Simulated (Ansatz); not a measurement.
# AlN (wurtzite type): the cost of one run

Program: Ansatz 0.2.0. Level of theory: DFT PBE, with the methods named in each step. These are calculated values, not measurements.

**1. The starting structure**

It takes space group P6_3mc (No. 186, hexagonal). The conventional cell has a = 3.130 Å, b = 3.130 Å, c = 5.018 Å, α = 90.00°, β = 90.00°, γ = 120.00°. Around Al (site symmetry 3m) lie 4 N at 1.90 to 1.91 Å. N (site symmetry 3m) has 4 Al at 1.90 to 1.91 Å as nearest neighbours.

Structure file:

```cif
data_structure
_symmetry_space_group_name_H-M 'P 1'
_symmetry_Int_Tables_number 1
_cell_length_a 3.1302
_cell_length_b 5.0181
_cell_length_c 5.4216
_cell_angle_alpha 90.000
_cell_angle_beta 90.000
_cell_angle_gamma 90.000
_cell_volume 85.16
loop_
_atom_site_label
_atom_site_type_symbol
_atom_site_fract_x
_atom_site_fract_y
_atom_site_fract_z
_atom_site_occupancy
Al1 Al 0.50000 0.99724 0.16667 1
Al2 Al 0.00000 0.99724 0.66667 1
Al3 Al 0.00000 0.49724 0.33333 1
Al4 Al 0.50000 0.49724 0.83333 1
N1 N 0.50000 0.37876 0.16667 1
N2 N 0.00000 0.37876 0.66667 1
N3 N 0.00000 0.87876 0.33333 1
N4 N 0.50000 0.87876 0.83333 1
```

Atoms are numbered in the order of the input: Al1, Al2, Al3, Al4, N5, N6, N7, N8.

**2. Bulk in the slab's orientation, LAPW**

File input.yaml:

```yaml
crystal:
  lattice:
    - [-1.5650789238, 2.7107962138, 0.0]
    - [0.0, 0.0, 5.0181096024]
    - [4.6952367713, 2.7107962138, 0.0]
  atoms:
    - { symbol: Al, position: [0.5, 0.997240306, 0.166666667] }
    - { symbol: Al, position: [0.0, 0.997240306, 0.666666667] }
    - { symbol: Al, position: [0.0, 0.497240306, 0.333333333] }
    - { symbol: Al, position: [0.5, 0.497240306, 0.833333333] }
    - { symbol: "N", position: [0.5, 0.378759694, 0.166666667] }
    - { symbol: "N", position: [0.0, 0.378759694, 0.666666667] }
    - { symbol: "N", position: [0.0, 0.878759694, 0.333333333] }
    - { symbol: "N", position: [0.5, 0.878759694, 0.833333333] }
kpoints:
  mp_grid: { grid: [10, 6, 6] }
scf:
  occupations: { method: fermi_dirac, width: 0.02 }
hamiltonian:
  xc: pbe
  pseudopotentials: { kind: all_electron, lapw: { basis_error: 0.001 } }
output:
  forces: true
  stress: true
  eigenvalues: true
```

Command:

```bash
> ansatz run input.yaml --threads 3 --pin off --max-ram 8192MiB --backend cpu --events-out ev --progress --plain --runs-dir out
```

**Question.** How long does this run take on 3 threads of Intel Xeon Platinum 8488C (Sapphire Rapids), shared host, and how much memory does it need?

About 61 s, with a peak of 1.1 GiB.
